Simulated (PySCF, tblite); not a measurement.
**C₅H₅N₃: geometry, infrared bands and NMR shifts**

What infrared bands and NMR shifts should C₅H₅N₃ (`C#Cc1cnnn1C`) show?

The runs use tblite 0.8.0 and PySCF 2.14.0, with density-fitted response routines of our own; the level of theory stands in each step. All values are computed, except where a source is named. Atoms count from 0, in the outputs and in this text.

## Step 1: Starting geometry

13 atoms, charge 0, multiplicity 1; geometry from: force field or distance geometry start.

Bonds of the start (Å): C0–C1 1.20, C1–C2 1.44, C2–C3 1.38, C3–N4 1.35, N4–N5 1.31, N5–N6 1.35, N6–C7 1.46, N6–C2 1.35, C0–H8 1.06, C3–H9 1.10, C7–H10 1.10, C7–H11 1.13, C7–H12 1.11.

## Step 2: Optimising the geometry with GFN2-xTB

The job: settings as JSON, then the geometry in Å.

```
{"job": {"kind": "relax", "xc": "GFN2-xTB", "basis": "xTB"}, "charge": 0, "multiplicity": 1}
C     -1.161100     2.406600     0.557100
C     -0.943700     1.266800     0.255200
C     -0.659100    -0.114700    -0.057700
C     -1.595500    -1.089200    -0.355600
N     -0.949500    -2.248800    -0.593200
N      0.331500    -2.009900    -0.484900
N      0.540500    -0.719200    -0.159300
C      1.847100    -0.095000     0.062600
H     -1.384400     3.411800     0.811500
H     -2.682100    -0.909400    -0.346500
H      1.850100     0.507300     0.980000
H      2.629600    -0.905000     0.134000
H      2.172200     0.499200    -0.821200
```

Launch:

```console
OMP_NUM_THREADS=1 python probes_run.py task.json out
```

One launch serves the whole session: the jobs run in the order shown.

**Question.** This job is followed by: GFN2-xTB harmonic vibrations, gas phase; GIAO PBE0/pcSseg-1 NMR shielding, non-relativistic, gas phase. What will the session give for the following? strongest single infrared mode (GFN2-xTB); zero-point energy (GFN2-xTB); 13C shifts against TMS (PBE0/pcSseg-1); 1H shifts against TMS (PBE0/pcSseg-1, means over atoms taken as alike); 15N shifts against NH3 (PBE0/pcSseg-1).

As calculated:

```
                                                              quantity                                value
                             strongest single infrared mode (GFN2-xTB)                 1356 cm⁻¹, 55 km/mol
                                          zero-point energy (GFN2-xTB)                        58.5 kcal/mol
                                13C shifts against TMS (PBE0/pcSseg-1)  144.6, 126.2, 101.6, 75.4, 35.7 ppm
1H shifts against TMS (PBE0/pcSseg-1, means over atoms taken as alike)                 7.98, 4.23, 3.64 ppm
                                15N shifts against NH3 (PBE0/pcSseg-1)              410.6, 385.1, 265.8 ppm
```

What this shows: Over 39 steps the energy fell by 0.254 eV; of the close pairs, C1–C2 changed most, 1.445 to 1.399 Å. No mode is imaginary among the 33: a minimum at this level. The strongest single mode, at 1356 cm⁻¹, is carried by C3, N4, N5, C2. GFN2-xTB is a fitted tight-binding method: band positions and strengths are rough. Its intensities can rank the bands wrongly. At PBE0/pcSseg-1: The widest tensor belongs to N4: span 552 ppm, with a paramagnetic part of -445 ppm. NICS(1)zz of -32 ppm above the planar ring from C2 marks a diatropic (aromatic) ring current.
